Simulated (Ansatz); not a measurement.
**AlBr2 radical: basis-set convergence**

How large a basis does AlBr2 radical need? Two functionals are run in growing sets.

Method: one geometry, several basis sets; program: Ansatz 0.2.0, Gaussian basis.

The runs, in order: PBE0-D4/def2-SVP; ωB97M-V/def2-SVP; PBE0-D4/def2-QZVPP; ωB97M-V/def2-QZVPP; the functionals' def2-TZVPP values are taken from earlier runs.

### 1 Structure used throughout

All runs share one geometry, relaxed beforehand with PBE0-D4 in a triple-zeta def2 set.

3 atoms, charge 0, spin multiplicity 2.

Atoms are counted from 1 here; the program's logs count them from 0.

Bond lengths: Br1–Al2 2.266 Å, Al2–Br3 2.266 Å. Angles: Br1–Al2–Br3 119.1°.

### 2 PBE0-D4 in def2-SVP

Input file in.yaml:

```yaml
crystal:
  periodic: [false, false, false]
  atoms:
    - {symbol: Br, position_ang: [0.607022, 1.799798, 0.519438]}
    - {symbol: Al, position_ang: [0.569024, -0.451947, 0.265199]}
    - {symbol: Br, position_ang: [-1.186946, -1.412652, -0.797837]}
basis:
  gaussian: {orbitals: def2-SVP}
magnetization: {spin_polarized: true, initial_magnetization: 1}
hamiltonian: {xc: pbe0, dispersion: d4}
output: {orbitals: {seedname: orbitals}}
```

Further steps of the session: ωB97M-V in def2-SVP; PBE0-D4 in def2-QZVPP; ωB97M-V in def2-QZVPP.

Q: Predict the results of all the runs planned. Wanted: PBE0-D4: double and triple zeta above quadruple; ωB97M-V: double and triple zeta above quadruple.

The runs gave:

| quantity | value |
| --- | --- |
| PBE0-D4: double and triple zeta above quadruple | 22.38, 3.05 eV |
| ωB97M-V: double and triple zeta above quadruple | 22.16, 2.95 eV |

**Reading.** PBE0-D4 gains 19.33 eV from double to triple zeta, then 3.05 eV more. Total energies overstate the basis error of differences, where much of it tends to cancel.
